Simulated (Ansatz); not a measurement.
Input of an Ansatz 0.2.0 run:

input.yaml

```yaml
crystal:
  lattice:
    - [0.0, 2.897844, 2.897844]
    - [2.897844, 0.0, 2.897844]
    - [2.897844, 2.897844, 0.0]
  atoms:
    - { symbol: Ge, position: [0.0, 0.0, 0.0] }
    - { symbol: Ga, position: [0.25, 0.25, 0.25] }
hamiltonian:
  xc: pbesol
  pseudopotentials: { kind: paw }
kpoints:
  mp_grid: { grid: [8, 8, 8] }
scf:
  occupations: { method: fermi_dirac, width: 0.05 }
  n_extra_bands: 6
output:
  forces: true
  stress: true
  eigenvalues: true
  dos: { projected: false, de: 0.05, nscf_kmesh: { grid: [12, 12, 12] } }
  write_density: true
  write_potential: true
  elf: true
  volumetric_format: npy
```

Potentials or basis: Ansatz PAW.

The run is started by

```bash
$ ansatz run input.yaml --threads 2 --pin off --max-ram 5632MiB --backend cpu --events-out ev --progress --plain --runs-dir out
```

Q: Predict the density of states at the Fermi level.

A: 1.24 states/eV per cell.

Q: Estimate the band gap on the k mesh.

A: None (metal or under the smearing width).

States per cell in windows of 1 eV (zero at the Fermi level; states under -8 eV left out):
| from (eV) | total |
| --- | --- |
| -8.0 | 0.54 |
| -7.0 | 0.00 |
| -6.0 | 0.80 |
| -5.0 | 0.62 |
| -4.0 | 0.29 |
| -3.0 | 0.67 |
| -2.0 | 1.24 |
| -1.0 | 1.37 |
| 0.0 | 0.87 |
| 1.0 | 0.14 |
| 2.0 | 0.37 |
| 3.0 | 1.48 |
| 4.0 | 0.97 |
| 5.0 | 1.47 |
| 6.0 | 1.42 |
| 7.0 | 1.02 |
